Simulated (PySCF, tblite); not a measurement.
# C21H21P: NMR shifts, part 2 of 2

tblite 0.8.0 and PySCF 2.14.0. Atoms count from 0. Earlier steps stand in the parts before.

## (5) NMR shifts: GIAO KT3/pcSseg-2

The job: settings as JSON, then the geometry in Å.

```
{"job": {"kind": "nmr", "xc": "KT3", "basis": "pcSseg-2", "pop": false}, "charge": 0, "multiplicity": 1}
C      5.103671     1.070516     1.323181
C      5.096275    -0.061908     0.508636
C      4.023202    -0.948794     0.551956
C      2.937151    -0.725235     1.407902
C      1.756477    -1.658363     1.406868
C      0.842309    -1.475507     0.190374
C      0.267820    -0.070793     0.082137
P     -0.792264     0.139445    -1.428384
C     -2.192424    -0.971914    -0.974101
C     -2.371978    -2.145060    -1.715338
C     -3.375170    -3.054557    -1.377195
C     -4.214228    -2.794246    -0.296222
C     -4.048687    -1.622737     0.445394
C     -3.045516    -0.718143     0.109396
C     -1.548788     1.783549    -1.111647
C     -0.920132     2.776388    -0.348693
C     -1.494193     4.040723    -0.210981
C     -2.705513     4.334952    -0.831662
C     -3.339267     3.355417    -1.597792
C     -2.763863     2.096820    -1.741407
C      2.959206     0.413859     2.220514
C      4.030837     1.305172     2.180829
H      5.945411     1.766200     1.290749
H      5.935116    -0.256944    -0.164040
H      4.027193    -1.835146    -0.089428
H      1.169066    -1.505824     2.326999
H      2.109733    -2.702286     1.429361
H      1.403652    -1.712670    -0.730162
H      0.022471    -2.210816     0.249243
H      1.092861     0.656220     0.001249
H     -0.308887     0.188706     0.987386
H     -1.716322    -2.343381    -2.567943
H     -3.503891    -3.967083    -1.964430
H     -5.003138    -3.502596    -0.031754
H     -4.708394    -1.413420     1.291221
H     -2.926086     0.202596     0.687281
H      0.028809     2.570588     0.150777
H     -0.988322     4.799551     0.391221
H     -3.155580     5.324208    -0.720637
H     -4.290063     3.574716    -2.089928
H     -3.270367     1.337894    -2.344414
H      2.120848     0.602598     2.897169
H      4.027796     2.187277     2.825906
```

Level: GIAO KT3/pcSseg-2 NMR shielding, non-relativistic, gas phase.

What it wrote:

```text
nearly dependent basis: matrix products in double precision
start: PBE on a coarse grid of 35376 points
cycle   1  E = -1153.0347095746  dE =  2.674e+00  |g| = 9.756e-01  |ddm| = 5.113e+00
cycle   2  E = -1152.6728989356  dE =  3.618e-01  |g| = 1.511e+00  |ddm| = 2.875e+00
cycle   3  E = -1153.2914612062  dE = -6.186e-01  |g| = 1.721e-01  |ddm| = 2.185e+00
cycle   4  E = -1153.2960908732  dE = -4.630e-03  |g| = 1.112e-01  |ddm| = 5.300e-01
cycle   5  E = -1153.2990703561  dE = -2.979e-03  |g| = 4.265e-02  |ddm| = 1.510e-01
cycle   6  E = -1153.2995414228  dE = -4.711e-04  |g| = 1.443e-02  |ddm| = 6.875e-02
cycle   7  E = -1153.2995921316  dE = -5.071e-05  |g| = 5.801e-03  |ddm| = 2.503e-02
final grid: 321130 points
cycle   8  E = -1170.6466424742  dE = -8.667e-02  |g| = 1.527e-01  |ddm| = 7.635e+00
cycle   9  E = -1170.6470201125  dE = -3.776e-04  |g| = 8.547e-02  |ddm| = 3.562e-01
cycle  10  E = -1170.6473336519  dE = -3.135e-04  |g| = 4.519e-02  |ddm| = 1.421e-01
cycle  11  E = -1170.6478559101  dE = -5.223e-04  |g| = 1.371e-02  |ddm| = 6.196e-02
cycle  12  E = -1170.6479094221  dE = -5.351e-05  |g| = 4.036e-03  |ddm| = 2.954e-02
cycle  13  E = -1170.6479134557  dE = -4.034e-06  |g| = 2.023e-03  |ddm| = 7.859e-03
cycle  14  E = -1170.6479145077  dE = -1.052e-06  |g| = 5.884e-04  |ddm| = 2.327e-03
cycle  15  E = -1170.6479146053  dE = -9.765e-08  |g| = 1.191e-04  |ddm| = 9.948e-04
cycle  16  E = -1170.6479146086  dE = -3.300e-09  |g| = 5.301e-05  |ddm| = 1.927e-04
converged SCF energy = -1170.6479146086

GIAO shielding tensors (ppm)
atom      isotropic    diamagn.    paramagn.     s11        s22        s33       span
  0 C       57.205     255.612    -198.408    -45.623     48.028    169.208    214.832
  1 C       54.510     255.852    -201.343    -50.201     46.672    167.058    217.259
  2 C       54.945     264.470    -209.525    -45.774     49.284    161.325    207.100
  3 C       40.686     266.034    -225.347    -51.604      5.131    168.532    220.137
  4 C      139.034     249.169    -110.135    128.922    132.804    155.376     26.454
  5 C      149.171     259.710    -110.538    136.566    147.132    163.816     27.249
  6 C      146.731     271.938    -125.206    130.417    147.952    161.826     31.409
  7 P      338.451     982.297    -643.846    305.596    347.264    362.492     56.896
  8 C       38.646     273.712    -235.066    -42.244     -8.620    166.802    209.046
  9 C       45.016     263.529    -218.512    -65.342     45.629    154.763    220.105
 10 C       56.386     258.134    -201.748    -46.443     49.166    166.436    212.878
 11 C       54.357     255.881    -201.524    -49.059     43.311    168.820    217.880
 12 C       54.212     260.449    -206.237    -51.160     47.452    166.344    217.504
 13 C       49.252     269.021    -219.769    -53.165     33.206    167.713    220.877
 14 C       37.396     270.920    -233.524    -39.460    -10.185    161.834    201.294
 15 C       54.418     270.389    -215.970    -50.647     45.588    168.314    218.961
 16 C       55.654     259.783    -204.129    -49.109     49.792    166.279    215.388
 17 C       57.351     256.780    -199.429    -43.793     47.920    167.925    211.718
 18 C       55.986     256.067    -200.081    -47.645     48.656    166.947    214.592
 19 C       50.143     261.700    -211.557    -53.511     40.096    163.845    217.356
 20 C       52.670     268.960    -216.290    -49.577     54.608    152.978    202.556
 21 C       55.865     258.240    -202.375    -47.936     48.856    166.674    214.610
 22 H       24.132      21.381       2.751     20.947     24.828     26.621      5.673
 23 H       24.015      24.634      -0.619     20.676     24.327     27.042      6.366
 24 H       24.120      36.419     -12.299     20.465     22.429     29.465      9.001
 25 H       29.177      38.717      -9.541     25.694     29.022     32.813      7.118
 26 H       28.293      31.326      -3.033     24.017     27.487     33.375      9.358
 27 H       29.676      44.982     -15.306     23.653     31.062     34.314     10.661
 28 H       30.082      44.321     -14.239     23.139     29.847     37.261     14.121
 29 H       29.410      52.677     -23.268     22.194     29.393     36.642     14.448
 30 H       29.976      52.412     -22.436     25.961     31.591     32.375      6.414
 31 H       23.550      38.955     -15.405     20.558     21.215     28.878      8.320
 32 H       24.056      25.603      -1.547     20.812     24.447     26.909      6.097
 33 H       24.063      21.377       2.686     20.943     24.805     26.441      5.498
 34 H       24.131      30.304      -6.173     20.784     23.689     27.921      7.137
 35 H       24.214      44.720     -20.506     19.616     21.795     31.229     11.613
 36 H       24.121      48.475     -24.353     18.536     22.904     30.924     12.388
 37 H       24.146      31.888      -7.741     20.597     23.950     27.891      7.294
 38 H       24.281      20.826       3.455     21.087     25.144     26.614      5.527
 39 H       24.304      22.332       1.973     20.921     24.402     27.590      6.669
 40 H       24.333      34.959     -10.626     20.305     20.977     31.716     11.411
 41 H       24.172      42.851     -18.678     21.534     21.938     29.045      7.511
 42 H       24.061      29.400      -5.339     20.894     24.145     27.143      6.249
```

It took 96 s on 4 threads of Arm Neoverse V1, shared host; peak memory 3.2 GiB.

## (6) NMR shifts: GIAO PBE0/pcSseg-1 in chloroform

The job, as its differences from that of step 5:

```diff
@@ -1,2 +1,2 @@
-{"job": {"kind": "nmr", "xc": "KT3", "basis": "pcSseg-2", "pop": false}, "charge": 0, "multiplicity": 1}
+{"job": {"kind": "nmr", "xc": "PBE0", "basis": "pcSseg-1", "pop": false, "solvent": "chloroform"}, "charge": 0, "multiplicity": 1}
 C      5.103671     1.070516     1.323181
```

With the program's defaults for keys left out, this is: GIAO PBE0/pcSseg-1 NMR shielding, non-relativistic, IEF-PCM chloroform.

What it wrote:

```text
start: PBE on a coarse grid of 35376 points
cycle   1  E = -1152.5144052026  dE =  2.711e+00  |g| = 8.785e-01  |ddm| = 6.781e+00
cycle   2  E = -1152.3071646500  dE =  2.072e-01  |g| = 1.249e+00  |ddm| = 2.383e+00
cycle   3  E = -1152.7333018598  dE = -4.261e-01  |g| = 1.250e-01  |ddm| = 1.544e+00
cycle   4  E = -1152.7366243019  dE = -3.322e-03  |g| = 6.227e-02  |ddm| = 2.378e-01
cycle   5  E = -1152.7375339358  dE = -9.096e-04  |g| = 2.425e-02  |ddm| = 8.694e-02
cycle   6  E = -1152.7376820489  dE = -1.481e-04  |g| = 8.117e-03  |ddm| = 3.147e-02
final grid: 321130 points
cycle   7  E = -1153.0274075529  dE = -1.246e-02  |g| = 5.082e-02  |ddm| = 6.814e-01
cycle   8  E = -1153.0274136537  dE = -6.101e-06  |g| = 5.008e-02  |ddm| = 1.024e-01
cycle   9  E = -1153.0280710692  dE = -6.574e-04  |g| = 8.956e-03  |ddm| = 6.122e-02
cycle  10  E = -1153.0280876088  dE = -1.654e-05  |g| = 3.919e-03  |ddm| = 1.223e-02
cycle  11  E = -1153.0280917724  dE = -4.164e-06  |g| = 7.993e-04  |ddm| = 4.797e-03
cycle  12  E = -1153.0280929516  dE = -1.179e-06  |g| = 3.319e-04  |ddm| = 1.497e-03
cycle  13  E = -1153.0280908838  dE =  2.068e-06  |g| = 9.135e-05  |ddm| = 4.796e-04
converged SCF energy = -1153.0280908838

GIAO shielding tensors (ppm)
atom      isotropic    diamagn.    paramagn.     s11        s22        s33       span
  0 C       52.586     254.700    -202.115    -56.902     37.440    177.219    234.121
  1 C       49.623     254.034    -204.411    -62.193     35.826    175.237    237.430
  2 C       49.953     249.742    -199.789    -57.637     38.994    168.502    226.139
  3 C       36.098     261.056    -224.958    -65.284     -2.257    175.835    241.120
  4 C      145.115     248.450    -103.336    135.709    139.126    160.509     24.800
  5 C      155.099     252.188     -97.089    142.377    153.535    169.384     27.007
  6 C      152.506     261.645    -109.138    136.728    153.249    167.542     30.814
  7 P      338.741     974.201    -635.460    305.655    345.738    364.831     59.176
  8 C       35.425     268.710    -233.285    -54.663    -12.818    173.756    228.419
  9 C       39.977     251.219    -211.241    -77.376     35.565    161.742    239.119
 10 C       51.233     255.314    -204.081    -58.640     37.433    174.905    233.545
 11 C       48.658     255.789    -207.130    -61.818     30.898    176.894    238.712
 12 C       49.342     254.668    -205.326    -63.060     36.147    174.939    237.999
 13 C       44.463     254.406    -209.943    -64.919     23.536    174.772    239.691
 14 C       34.183     268.268    -234.084    -52.289    -14.325    169.165    221.454
 15 C       49.526     255.883    -206.357    -62.401     35.389    175.590    237.991
 16 C       50.638     253.876    -203.238    -61.299     38.234    174.979    236.278
 17 C       51.821     255.623    -203.801    -56.562     35.643    176.383    232.945
 18 C       50.896     254.085    -203.189    -60.100     37.245    175.543    235.643
 19 C       45.445     250.778    -205.333    -65.420     30.343    171.412    236.833
 20 C       47.799     252.204    -204.405    -61.273     44.224    160.444    221.717
 21 C       50.801     253.984    -203.183    -60.308     37.794    174.916    235.224
 22 H       23.720      27.077      -3.358     20.252     24.907     26.000      5.748
 23 H       23.597      27.995      -4.399     20.000     24.231     26.559      6.559
 24 H       23.699      32.771      -9.072     19.719     22.182     29.197      9.478
 25 H       29.112      33.709      -4.597     25.286     28.772     33.278      7.991
 26 H       28.292      31.800      -3.508     23.651     27.273     33.954     10.303
 27 H       29.773      36.757      -6.984     23.495     31.009     34.816     11.322
 28 H       30.217      37.025      -6.808     22.839     30.009     37.803     14.964
 29 H       29.543      39.894     -10.351     21.804     29.388     37.438     15.635
 30 H       29.974      40.481     -10.507     25.482     31.668     32.772      7.289
 31 H       23.193      34.682     -11.489     19.782     21.002     28.795      9.013
 32 H       23.592      28.666      -5.073     20.040     24.295     26.441      6.401
 33 H       23.587      27.206      -3.620     20.151     24.773     25.836      5.686
 34 H       23.682      30.642      -6.960     19.978     23.524     27.544      7.566
 35 H       23.925      36.518     -12.594     19.212     21.365     31.196     11.984
 36 H       23.789      37.961     -14.172     17.671     23.001     30.695     13.024
 37 H       23.684      31.430      -7.745     19.763     23.880     27.410      7.647
 38 H       23.816      26.959      -3.142     20.322     25.123     26.004      5.682
 39 H       23.833      27.221      -3.389     20.093     24.202     27.202      7.109
 40 H       24.024      32.849      -8.825     19.515     20.998     31.557     12.042
 41 H       23.766      34.573     -10.807     20.844     21.693     28.761      7.918
 42 H       23.626      29.971      -6.345     20.216     24.022     26.639      6.423
```

Wall time 43 s (4 threads of Arm Neoverse V1, shared host); peak memory 2.7 GiB.

## (7) What came out

What follows sums up all 2 parts.

| quantity | value |
| --- | --- |
| point group | C1 |
| rotational constants (main isotopes) | 0.34, 0.16, 0.12 GHz |
| 13C shifts against TMS (PBE0/pcSseg-2, means over atoms taken as alike) | 155.6, 153.2, 143.7, 139.2, 138.1, 137.4, 137.4, 135.5, 41.7, 34.0, 30.9 ppm |
| 1H shifts against TMS (PBE0/pcSseg-2, means over atoms taken as alike) | 7.62, 7.58, 7.51, 7.50, 7.49, 7.49, 2.59, 1.57, 1.39 ppm |
| 31P shifts against H3PO4 (PBE0/pcSseg-2) | -25.6 ppm |
| measured, and computed on the same scale | P7 δ -16.6, -25.6 ppm |

What this shows: The optimisation took 8 steps and gained 0.143 eV; among the close pairs (by a distance rule), C2–H24 changed most, from 1.081 to 1.094 Å (PBE0/def2-SVP). The one measured 31P shift is missed by -9.0 ppm (computed less measured, unscaled). Vibration, temperature and solvent are missing from the calculation, and it holds one conformer, so part of the miss against the measured shifts is not the functional's. NICS(1)zz of -29 ppm above the planar ring from C0 marks a diatropic (aromatic) ring current. NICS(1)zz of -29 ppm above the planar ring from C8 marks a diatropic (aromatic) ring current.
